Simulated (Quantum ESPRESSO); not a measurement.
Write the native input for Quantum ESPRESSO 7.5 that does the following.

| Property | Result |
| --- | --- |
| Task | single point |
| Functional | PBE |
| Potentials or basis | SSSP 1.3 efficiency PBE |
| Cutoff | 748 eV |
| Density cutoff | 5987 eV |
| k mesh | 9 × 9 × 5 |
| Occupations | fermi-dirac, width 0.05 eV |
| Spin | collinear spin, ferromagnetic start |
| Starting moments | [3.5, 0.0] μB |
| Mixing beta | 0.3 |
| Most SCF iterations | 120 |
| SCF threshold | 4e-10 Ry |

NaTm:

```
Tm Na
1.0
     3.43272    0.00000    0.00000
    -1.71636    2.97282    0.00000
     0.00000    0.00000    6.21960
Tm Na
1 1
Direct
  0.66667 0.33333 0.00000
  0.00000 0.00000 0.50000
```

The cell comes from a database or a generator and needn't be the stable form of this composition.

The input as run:

pw.in

```
&CONTROL
  calculation = 'scf'
  prefix = 'pwscf'
  outdir = './tmp'
  pseudo_dir = './pseudo'
  tprnfor = .true.
  tstress = .true.
  disk_io = 'nowf'
/
&SYSTEM
  ibrav = 0
  nat = 2
  ntyp = 2
  ecutwfc = 55
  ecutrho = 440
  nbnd = 27
  occupations = 'smearing'
  smearing = 'fd'
  degauss = 0.00367493
  nspin = 2
  starting_magnetization(1) = 0.1522
  starting_magnetization(2) = 0
/
&ELECTRONS
  conv_thr = 4d-10
  electron_maxstep = 120
  mixing_beta = 0.3
/
ATOMIC_SPECIES
Tm   168.9342 Tm.paw.z_23.atompaw.wentzcovitch.v1.2.upf
Na    22.9898 na_pbe_v1.5.uspp.F.UPF
CELL_PARAMETERS angstrom
   3.4327216050    0.0000000000    0.0000000000
  -1.7163608025    2.9728241140    0.0000000000
   0.0000000000    0.0000000000    6.2195980000
ATOMIC_POSITIONS crystal
Tm     0.6666666667    0.3333333333    0.0000000000
Na     0.0000000000    0.0000000000    0.5000000000
K_POINTS automatic
9 9 5 0 0 0
```

Potentials or basis: SSSP 1.3 efficiency PBE.

Run with:

```console
$ OMP_NUM_THREADS=1 pw.x -in pw.in > pw.out
```

Results of the run:

```
Pressure                                              : 2.5 GPa
Band gap on the k mesh                                : none (metal or under the smearing width)
Net moment                                            : 1.19 μB per cell
Absolute moment                                       : 1.30 μB per cell
Site moments                                          : Tm +1.23; Na -0.00 μB
Valence electrons inside the program's atomic spheres : Tm 21.50; Na 8.51
```

Caveat: the magnetic or orbital state may not be the lowest; spin-orbit coupling is left out, which moves the levels of the heavy elements; without U or exact exchange the open f shell lies at the Fermi level, which spoils levels, moments and volumes.

It took 5.2 min on 1 thread of Arm Neoverse V2, on a shared host, peak memory 0.76 GiB.
